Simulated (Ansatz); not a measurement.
# FH₅OSSi₂: one species, many methods

An exercise on one series of results from a longer session: the logs are not shown, and one member is left open.

Computed with Ansatz 0.2.0, Gaussian basis. Level: functionals in def2-TZVPP, the program's frozen cores in correlated methods.

The runs, in order: PBE-D4, r2SCAN-D4, PBE0-D4, B3LYP-D4, ωB97X-V, ωB97M-V, B2PLYP; CCSD(T)/def2-TZVPP; MP2/def2-QZVPP; extrapolation to the limit.

### The geometry

An earlier PBE0-D4 in a triple-zeta def2 set relaxation fixed the geometry.

SMILES `O[SiH](F)[SiH2]S`, 10 atoms, charge 0, spin multiplicity 1.

Atoms are counted from 1 here; the program's logs count them from 0.

Bond lengths: O1–Si2 1.633 Å, O1–H6 0.962 Å, Si2–F3 1.604 Å, Si2–Si4 2.343 Å, Si2–H7 1.479 Å, Si4–S5 2.156 Å, Si4–H8 1.486 Å, Si4–H9 1.485 Å, S5–H10 1.345 Å. Angles: Si2–O1–H6 115.9°, O1–Si2–F3 110.7°, O1–Si2–Si4 107.2°, O1–Si2–H7 106.7°, F3–Si2–Si4 105.8°, F3–Si2–H7 107.1°, Si4–Si2–H7 119.3°, Si2–Si4–S5 103.6°, Si2–Si4–H8 115.4°, Si2–Si4–H9 111.9°, S5–Si4–H8 111.8°, S5–Si4–H9 104.1°, H8–Si4–H9 109.4°, Si4–S5–H10 94.5°.

The first run:

The input, in.yaml:

```yaml
crystal:
  periodic: [false, false, false]
  atoms:
    - {symbol: O, position_ang: [1.390204, 1.350972, 0.710235]}
    - {symbol: Si, position_ang: [1.295559, -0.122969, 0.013014]}
    - {symbol: F, position_ang: [1.545432, -0.018299, -1.568191]}
    - {symbol: Si, position_ang: [-0.911714, -0.867667, 0.262093]}
    - {symbol: S, position_ang: [-2.090986, 0.864385, -0.247511]}
    - {symbol: H, position_ang: [0.604859, 1.902031, 0.637303]}
    - {symbol: H, position_ang: [2.399035, -0.931185, 0.575792]}
    - {symbol: H, position_ang: [-1.282351, -2.048549, -0.561190]}
    - {symbol: H, position_ang: [-1.251125, -1.131002, 1.684011]}
    - {symbol: H, position_ang: [-1.615811, 0.950883, -1.502657]}
basis:
  gaussian: {orbitals: def2-TZVPP}
hamiltonian: {xc: pbe, dispersion: d4}
output: {forces: true, orbitals: {seedname: orbitals}}
```

Run with:

```bash
ansatz run in.yaml --threads 4 --pin off --events-out ev --progress --plain --max-ram 10444MiB
```

Steps of the session up to this table: PBE-D4 (GGA); r2SCAN-D4 (meta-GGA); PBE0-D4 (hybrid); B3LYP-D4 (hybrid); ωB97X-V (range-separated); ωB97M-V (range-separated); B2PLYP (double hybrid); CCSD(T) in def2-TZVPP; MP2 in def2-QZVPP.

One of the session's tables, all rows but one given; the rest of the session is left out.

It belongs to the step «Atomisation energies». 

```
            method  atomisation energy (kJ/mol)
            PBE-D4                       3428.9
         r2SCAN-D4                       3423.0
           PBE0-D4                       3373.5
          B3LYP-D4                       3394.2
           ωB97X-V                       3440.6
           ωB97M-V                       3425.9
            B2PLYP                            ?
     HF/def2-TZVPP                       2482.3
    MP2/def2-TZVPP                       3378.4
   CCSD/def2-TZVPP                       3271.8
CCSD(T)/def2-TZVPP                       3321.1
           MP2/CBS                       3491.1
       CCSD(T)/CBS                       3433.8
```

Q: Estimate the row for B2PLYP from the others.

The run gave: atomisation energy (kJ/mol): 3359.8. In the column «atomisation energy (kJ/mol)» it lies between CCSD(T)/def2-TZVPP (3321.1) and PBE0-D4 (3373.5).
